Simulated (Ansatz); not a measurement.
A nudged elastic band was laid between two geometries of a periodic cell of 17 atoms, Rb₁₆N (host Rb, host structure bcc, interstitial N).

Method: DFT PBE, scalar-relativistic, plane waves, PAW in Ansatz. Settings: cutoff 420 eV, k mesh 2x2x2, fermi-dirac smearing 0.05 eV, no spin polarisation.

```
movable images  : 5
climbing image  : yes
spring          : 5.0 eV/Å²
optimiser       : lbfgs
start path      : IDPP
force threshold : 0.05 eV/Å
iteration limit : 50
end points      : relaxed
```

First end point:

```xyz
17
Lattice="11.1800 0.0000 0.0000 0.0000 11.1800 0.0000 0.0000 0.0000 11.1800" Properties=species:S:1:pos:R:3
Rb 0.742 -0.815 0.004
Rb 4.848 -0.815 0.004
Rb 0.715 6.249 0.002
Rb -0.071 0.037 5.592
Rb 2.795 2.720 2.713
Rb 4.876 6.249 0.002
Rb 5.662 0.037 5.592
Rb 8.385 2.691 2.379
Rb -0.109 5.387 5.594
Rb 2.795 8.283 2.861
Rb 2.795 2.718 8.473
Rb 5.699 5.387 5.594
Rb 8.385 8.335 2.752
Rb 8.385 2.689 8.807
Rb 2.795 8.285 8.326
Rb 8.385 8.337 8.434
N 2.795 8.291 0.003
```

Last end point:

```xyz
17
Lattice="11.1800 0.0000 0.0000 0.0000 11.1800 0.0000 0.0000 0.0000 11.1800" Properties=species:S:1:pos:R:3
Rb 0.085 0.070 0.000
Rb 5.672 -0.075 0.000
Rb 0.082 5.531 0.000
Rb 0.061 -0.042 5.590
Rb 2.992 2.801 2.898
Rb 5.674 5.674 0.000
Rb 5.681 -0.406 5.590
Rb 8.345 2.798 2.881
Rb 0.058 5.640 5.590
Rb 2.139 8.388 2.072
Rb 2.992 2.801 8.282
Rb 5.683 6.005 5.590
Rb 9.197 8.391 2.059
Rb 8.345 2.798 8.299
Rb 2.138 8.388 9.109
Rb 9.197 8.391 9.121
N 0.079 8.390 0.000
```

**Question.** What changes between the two ends?

**Answer.** The atom that moves furthest is N17, by 2.72 Å; four of its nearest neighbours are Rb10 2.86, Rb15 2.86, Rb3 2.92, Rb6 2.92 Å at the first end and Rb3 2.86, Rb1 2.86, Rb13 2.91, Rb16 2.91 Å at the last.

**Question.** What energy profile does the band end with?

**Answer.** It converged. The highest image is number 3 of 0 to 6, 0.46 eV above the ends, which have the same energy within 2 meV. By the program's own check the climbing image is a first-order saddle point (lowest curvatures found: -0.33 and 0.05 eV/Å²). Limits of this set-up: coarse k mesh, odd electron count without spin, a small cell, in which the defect meets its images, a typed lattice constant that wasn't relaxed here.

```csv
image,path coordinate (Å),energy (eV),Rb1–Rb2 (Å),Rb1–Rb3 (Å),Rb2–Rb6 (Å)
0,0.00,0.00,4.11,4.12,4.12
1,0.78,0.09,4.25,4.42,4.25
2,1.55,0.36,4.61,4.70,4.70
3,2.33,0.46,4.95,4.98,5.05
4,3.08,0.36,5.11,5.28,5.18
5,3.83,0.11,5.24,5.52,5.26
6,4.59,0.00,5.59,5.46,5.43
```

**Question.** What is the geometry of the highest image?

**Answer.** 
```xyz
17
Lattice="11.1800 0.0000 0.0000 0.0000 11.1800 0.0000 0.0000 0.0000 11.1800" Properties=species:S:1:pos:R:3
Rb 0.361 -0.340 0.004
Rb 5.306 -0.311 0.003
Rb 0.355 5.857 0.004
Rb -0.043 0.059 5.591
Rb 2.928 2.762 2.885
Rb 5.327 5.814 0.002
Rb 5.701 -0.265 5.588
Rb 8.345 2.750 2.566
Rb -0.056 5.453 5.592
Rb 2.517 8.341 2.499
Rb 2.927 2.761 8.299
Rb 5.711 5.777 5.588
Rb 8.748 8.353 2.530
Rb 8.346 2.749 8.616
Rb 2.509 8.342 8.694
Rb 8.732 8.354 8.641
N 1.436 8.348 0.008
```

Time of the run: 13 min on 4 threads of AMD EPYC 9R14 (Zen 4) (shared host), peak memory 7.3 GiB.
